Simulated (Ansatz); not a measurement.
**GaClF+ (triplet): wave-function methods side by side, cc-pVDZ**

An exercise on one series of results from a longer session: the logs are not shown, and one member is left open.

Computed with Ansatz 0.2.0, Gaussian basis. Level: cc-pVDZ, core rule «outside noble gas», up to 20 orbitals frozen.

To be run: UHF; CCSD(T) on ROHF; CCSD(T) on UHF; BCCD(T) on ROHF; CISD as a restricted active space (open shells left free, so some higher excitations enter); CCSDT(Q) on ROHF; CCSDT(Q) on UHF.

44 further runs of the same task are left out: 16 for a known fault of the program, 12 that didn't finish, 16 set aside as unsound or not needed. Runs told in other sessions of the task aren't counted.

### What is computed

The geometry is a PBE0/def2-TZVP stationary point (not a proven minimum) of the parent state, kept for this charge and spin. No spin-orbit coupling is included. The filled d shell of Ga may be among the frozen orbitals whatever the setting's name suggests.

3 atoms, charge 1, spin multiplicity 3.

Atoms are counted from 1 here; the program's logs count them from 0.

Bond lengths: Cl1–Ga2 2.347 Å, Ga2–F3 1.877 Å. Angles: Cl1–Ga2–F3 66.2°.

The first run:

File in.yaml:

```yaml
crystal:
  periodic: [false, false, false]
  atoms:
    - {symbol: Cl, position_ang: [0.000000, 0.223736, 1.567027]}
    - {symbol: Ga, position_ang: [0.000000, 0.282224, -0.779302]}
    - {symbol: F, position_ang: [0.000000, -1.453259, -0.064245]}
basis:
  gaussian: {orbitals: cc-pVDZ}
total_charge: 1
magnetization: {spin_polarized: true, initial_magnetization: 2}
hamiltonian: {xc: hf}
output: {orbitals: {seedname: orbitals}}
```

Started as:

```bash
> ansatz run in.yaml --threads 1 --pin off --events-out ev --progress --plain --max-ram 2393MiB
```

Steps of the session up to this table: UHF; CCSD(T) on ROHF; CCSD(T) on UHF; BCCD(T) on ROHF; CISD as a restricted active space (open shells left free, so some higher excitations enter); CCSDT(Q) on ROHF; CCSDT(Q) on UHF.

One table of the session follows, with a row left open; its other results are not shown here.

It belongs to the step «Misses and costs». 

| method | from RCCSDT(Q) (meV) |
| --- | --- |
| ROHF | +10376.4 |
| UHF | +10199.5 |
| RMP2 | +880.2 |
| UMP2 | ? |
| RCCSD | +335.8 |
| UCCSD | +322.5 |
| RCCSD(T) | +69.6 |
| UCCSD(T) | +62.4 |
| BCCD(T) | +62.3 |
| RCCSDT | +22.3 |
| UCCSDT | +14.0 |
| RCCSDT(Q) | 0 |
| UCCSDT(Q) | -23.6 |

Estimate the missing values for UMP2.

As computed: from RCCSDT(Q) (meV): +872.8. In the column «from RCCSDT(Q) (meV)» it lies between RCCSD (+335.8) and RMP2 (+880.2).

Not comparable, so not listed: CISD as a restricted active space (open shells left free, so some higher excitations enter) (they don't share determinant, frozen orbitals or solution with the rows shown, or repeat one).

Caveats from the session: Restricted and unrestricted rows rest on different reference determinants; a gap between their highest levels can come from leftover correlation error, from unlike frozen cores or from another state.
